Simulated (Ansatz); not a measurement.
# C₅H₁₃N₃SiTi: up Jacob's ladder to CCSD(T)

The task here is to estimate one member of a computed series from the others.

The runs use Ansatz 0.2.0, Gaussian basis; functionals in def2-TZVPP, the program's frozen cores in correlated methods.

The runs, in order: LDA (SPW92), PBE-D4, revPBE-D4, BLYP-D4, r2SCAN-D4, B97M-V, PBE0-D4, B3LYP-D4, r2SCANh-D4, r2SCAN0-D4, HSE06-D4, BHLYP-D4, CAM-B3LYP-D4, LC-ωPBE, ωB97X-V, ωB97M-V, B2PLYP, PBE-QIDH; CCSD(T)/def2-SVP; CCSD(T)/def2-TZVPP; MP2/def2-QZVPP; extrapolation to the limit; RPA on PBE.

## The geometry

All runs share one geometry, relaxed beforehand with PBE0-D4 in a triple-zeta def2 set.

SMILES `[NH2][Ti]1234([NH2])([NH2])[C@@H]5[C@H]1[C@H]2[C@]3([SiH3])[C@@H]54`, 23 atoms, charge 0, spin multiplicity 1.

Atoms are counted from 1 here; the program's logs count them from 0.

Bond lengths: N1–Ti2 1.901 Å, N1–H11 1.009 Å, N1–H12 1.009 Å, Ti2–N3 1.901 Å, Ti2–N4 1.904 Å, Ti2–C5 2.425 Å, Ti2–C6 2.404 Å, Ti2–C7 2.377 Å, Ti2–C8 2.371 Å, Ti2–C10 2.385 Å, N3–H13 1.009 Å, N3–H14 1.011 Å, N4–H15 1.008 Å, N4–H16 1.010 Å, C5–C6 1.410 Å, C5–C10 1.403 Å, C5–H17 1.079 Å, C6–C7 1.409 Å and more. Angles: Ti2–N1–H11 128.7°, Ti2–N1–H12 120.5°, H11–N1–H12 110.0°, N1–Ti2–N3 102.2°, N1–Ti2–N4 101.0°, N1–Ti2–C5 139.3°, N1–Ti2–C6 105.4°, N1–Ti2–C7 87.8°, N1–Ti2–C8 105.6°, N1–Ti2–C10 140.3°, N3–Ti2–N4 105.2°, N3–Ti2–C5 86.3°, N3–Ti2–C6 92.8°, N3–Ti2–C7 125.8°, N3–Ti2–C8 143.6°, N3–Ti2–C10 113.0°, N4–Ti2–C5 115.2°, N4–Ti2–C6 144.0° and more.

Set-up of the first run:

Input file in.yaml:

```yaml
crystal:
  periodic: [false, false, false]
  atoms:
    - {symbol: N, position_ang: [-0.270335, -2.122747, 0.849519]}
    - {symbol: Ti, position_ang: [0.645110, -0.610578, 0.149297]}
    - {symbol: N, position_ang: [2.426739, -0.909730, 0.740602]}
    - {symbol: N, position_ang: [0.660882, -1.024466, -1.709501]}
    - {symbol: C, position_ang: [1.023009, 1.722882, 0.691539]}
    - {symbol: C, position_ang: [0.284991, 1.149639, 1.747031]}
    - {symbol: C, position_ang: [-0.967796, 0.755393, 1.235992]}
    - {symbol: C, position_ang: [-1.013681, 1.057358, -0.145671]}
    - {symbol: Si, position_ang: [-2.372165, 0.670617, -1.346909]}
    - {symbol: C, position_ang: [0.237553, 1.656785, -0.468658]}
    - {symbol: H, position_ang: [-1.264846, -2.276539, 0.929366]}
    - {symbol: H, position_ang: [0.231593, -2.834493, 1.359855]}
    - {symbol: H, position_ang: [2.925823, -0.486171, 1.507843]}
    - {symbol: H, position_ang: [3.070052, -1.430633, 0.160947]}
    - {symbol: H, position_ang: [0.746167, -0.419912, -2.512034]}
    - {symbol: H, position_ang: [0.447471, -1.965615, -2.006849]}
    - {symbol: H, position_ang: [2.034224, 2.095573, 0.751247]}
    - {symbol: H, position_ang: [0.625437, 1.011535, 2.763126]}
    - {symbol: H, position_ang: [-1.744623, 0.263537, 1.802040]}
    - {symbol: H, position_ang: [-3.517136, 1.607331, -1.169788]}
    - {symbol: H, position_ang: [-2.886542, -0.709272, -1.141345]}
    - {symbol: H, position_ang: [-1.861690, 0.817561, -2.733835]}
    - {symbol: H, position_ang: [0.539762, 1.981955, -1.453812]}
basis:
  gaussian: {orbitals: def2-TZVPP}
hamiltonian: {xc: lda}
output: {orbitals: {seedname: orbitals}}
```

The run is started by

```
ansatz run in.yaml --threads 4 --pin off --events-out ev --progress --plain --max-ram 66560MiB --backend cuda --devices 0, --max-vram 37GiB
```

Steps of the session up to this table: LDA; PBE-D4 (GGA); revPBE-D4 (GGA); BLYP-D4 (GGA); r2SCAN-D4 (meta-GGA); B97M-V (meta-GGA); PBE0-D4 (hybrid); B3LYP-D4 (hybrid); r2SCANh-D4 (hybrid); r2SCAN0-D4 (hybrid); HSE06-D4 (hybrid); BHLYP-D4 (hybrid); CAM-B3LYP-D4 (range-separated); LC-ωPBE (range-separated); ωB97X-V (range-separated); ωB97M-V (range-separated); B2PLYP (double hybrid); PBE-QIDH (double hybrid).

One of the session's tables, all rows but one given; the rest of the session is left out.

It belongs to the step «Orbital energies across the functionals». 

```
  functional  HOMO (eV)  gap (eV)
 LDA (SPW92)      -5.63      3.71
      PBE-D4      -5.42      3.72
   revPBE-D4      -5.34      3.73
     BLYP-D4      -5.29      3.69
   r2SCAN-D4          ?         ?
      B97M-V      -5.72      4.09
     PBE0-D4      -6.63      5.90
    B3LYP-D4      -6.41      5.42
  r2SCANh-D4      -6.11      4.89
  r2SCAN0-D4      -6.78      6.13
    HSE06-D4      -6.23      5.12
    BHLYP-D4      -7.63      8.00
CAM-B3LYP-D4      -7.92      8.28
     LC-ωPBE      -9.24     10.70
     ωB97X-V      -8.90     10.31
     ωB97M-V      -8.83      9.96
```

Estimate the missing values for r2SCAN-D4.

Worked estimate for «HOMO (eV)». Against the share of exact exchange, r2SCANh-D4 (0.1, -6.11), r2SCAN0-D4 (0.25, -6.78) give a slope of -4.47 per unit share; at 0 the line stands at -5.66.

As computed: HOMO (eV): -5.64; gap (eV): 4.05. In «HOMO (eV)» the line misses by -0.02.
